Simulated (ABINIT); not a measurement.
Runs of ABINIT 10.8.3 (patched build) on BiTe. It takes space group R-3m (No. 166, trigonal). Conventional cell: a = 4.845 Å, b = 4.845 Å, c = 9.952 Å, α = 90.00°, β = 90.00°, γ = 120.00°. Bi (site symmetry -3m) has 6 Te at 3.25 Å as nearest neighbours. Te (site symmetry -3m) has 6 Bi at 3.25 Å as nearest neighbours. The cell comes from a database or a generator and needn't be the stable form of this composition.

| level | cell | k mesh | cutoff (eV) | optimiser (ionmov) | fine-grid cutoff | gap on the mesh (eV) | pressure (GPa) | relaxed volume (Å³/atom) |
| --- | --- | --- | --- | --- | --- | --- | --- | --- |
| PBE | relaxed to 10 GPa | 7 × 7 × 7 | 599 | 2 | 1197.3 eV | none | 10.0 | - |
| PBE | relaxed | 7 × 7 × 7 | 599 | 2 | 1197.3 eV | none | 0.0 | (a) |
| PBE | relaxed to 20 GPa | 7 × 7 × 7 | 599 | 2 | 1197.3 eV | none | 20.0 | - |
| WC | relaxed | 5 × 5 × 5 | 707 | 22 | 1306.15 eV | none | 0.0 | 31.79 |
| revPBE | relaxed | 5 × 5 × 5 | 707 | 22 | 1306.15 eV | none | 0.0 | 34.46 |
| PBE | relaxed to 5 GPa | 7 × 7 × 7 | 599 | 2 | 1197.3 eV | none | 5.0 | - |
| PW91 | relaxed | 5 × 5 × 5 | 707 | 22 | 1306.15 eV | none | 0.0 | 33.72 |

Alike in all rows: task relaxation of cell and atoms; potentials or basis JTH PAW PBE v2.0; no spin polarisation; smearing fermi-dirac 0.05 eV.

Fill in the values left out.

(a) 33.78.

Caveats: spin-orbit coupling is left out, which moves the levels of the heavy elements; the PAW data sets were made with another functional, which shifts forces and pressure a little (some runs); the volume moved by over 15 % at a fixed basis, so the end points are rough (some runs).

A k mesh can miss the band edges, and the runs leave out spin-orbit coupling on Bi, Te.

A gap of «none» marks a metal or a gap under the smearing width.
